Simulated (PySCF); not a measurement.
# [BiI2]+: other functionals and bases at one geometry

The task here is to estimate one member of a computed series from the others.

The runs use PySCF 2.14.0; several levels, as the steps say, no spin–orbit coupling.

4 further runs of the same task are left out: 2 for a known fault of the program, 1 that didn't finish, 1 set aside as unsound or not needed.

### The system as given

3 atoms, charge 1, spin multiplicity 1.

Bond lengths: Bi1–I2 2.733 Å, Bi1–I3 2.733 Å. Angles: I2–Bi1–I3 104.3°.

As a file:

```
Bi    0.0000    0.0000   -0.9831
I     2.1576    0.0000    0.6950
I    -2.1576    0.0000    0.6950
```

Formal oxidation states: Bi +3. An earlier session relaxed this geometry at r2SCAN, Bi def2-SVP with ECP60, I def2-SVP with ECP28 (singlet, point group C2v).

At r2SCAN on the finer grid: E = -810.167431 Eh, HOMO -11.75 eV, LUMO -10.05 eV, Mulliken charge on Bi1 +0.77 e, largest force component 0.082 eV/Å. 

Levels to run: wB97X; TPSSh; M06-L; revPBE; r2SCAN, TZVP; r2SCAN, x2c-SVP. Hardware: 2 threads of Intel Xeon 6975P-C (Granite Rapids), shared host.

The first run:

File run.py (the lines that set the calculation):

```python
mol = gto.M(atom='''
Bi     0.00000     0.00000    -0.98311
I      2.15762     0.00000     0.69503
I     -2.15762     0.00000     0.69503''',
    basis={'Bi': 'def2-SVP', 'I': 'def2-SVP'},
    ecp={'Bi': 'def2-SVP', 'I': 'def2-SVP'},
    charge=1, spin=0)
mf = dft.RKS(mol, xc='WB97X')
mf.grids.atom_grid = (75, 302)
mf = mf.density_fit()  # fitting sets: Bi def2-universal-JKFIT, I def2-universal-JKFIT
mf.conv_tol = 1e-08; mf.max_cycle = 55
mf.kernel(dm0)  # dm0: the density of the relaxed state
```

The run is started by

```
OMP_NUM_THREADS=2 python run.py
```

Steps of the session up to this table: wB97X; TPSSh; M06-L; revPBE; r2SCAN, TZVP; r2SCAN, x2c-SVP.

One table of the session follows, with a row left open; its other results are not shown here.

| level | HOMO (eV) | gap (eV) | charge on Bi1 (e) | dipole (D) | largest force component (eV/Å) |
| --- | --- | --- | --- | --- | --- |
| r2SCAN (relaxed here) | -11.75 | 1.70 | 0.77 | 2.19 | 0.08 |
| wB97X | -14.59 | 6.79 | 0.84 | 2.70 | 0.34 |
| TPSSh | -11.95 | 2.18 | 0.77 | 2.23 | 0.07 |
| M06-L | -11.43 | 1.72 | 0.79 | 2.16 | 0.50 |
| revPBE | -11.37 | 1.52 | 0.72 | 1.98 | 0.44 |
| r2SCAN, TZVP | -11.68 | 1.76 | 0.86 | 1.97 | 0.27 |
| r2SCAN, x2c-SVP | ? | ? | ? | ? | ? |

Estimate the missing values for r2SCAN, x2c-SVP.

The run gave: HOMO (eV): -11.73; gap (eV): 1.69; charge on Bi1 (e): 0.84; dipole (D): 2.08; largest force component (eV/Å): 0.68. In the column «HOMO (eV)» it lies between r2SCAN (relaxed here) (-11.75) and r2SCAN, TZVP (-11.68).

The dipole of a charged species depends on the origin, so these sizes hold for this origin alone.

In one basis the HOMO–LUMO gap runs from 1.52 eV (revPBE) to 6.79 eV (wB97X). The largest leftover force, 0.68 eV/Å with r2SCAN, x2c-SVP, stands at a geometry relaxed at another level. Total energies of different levels can't be compared.
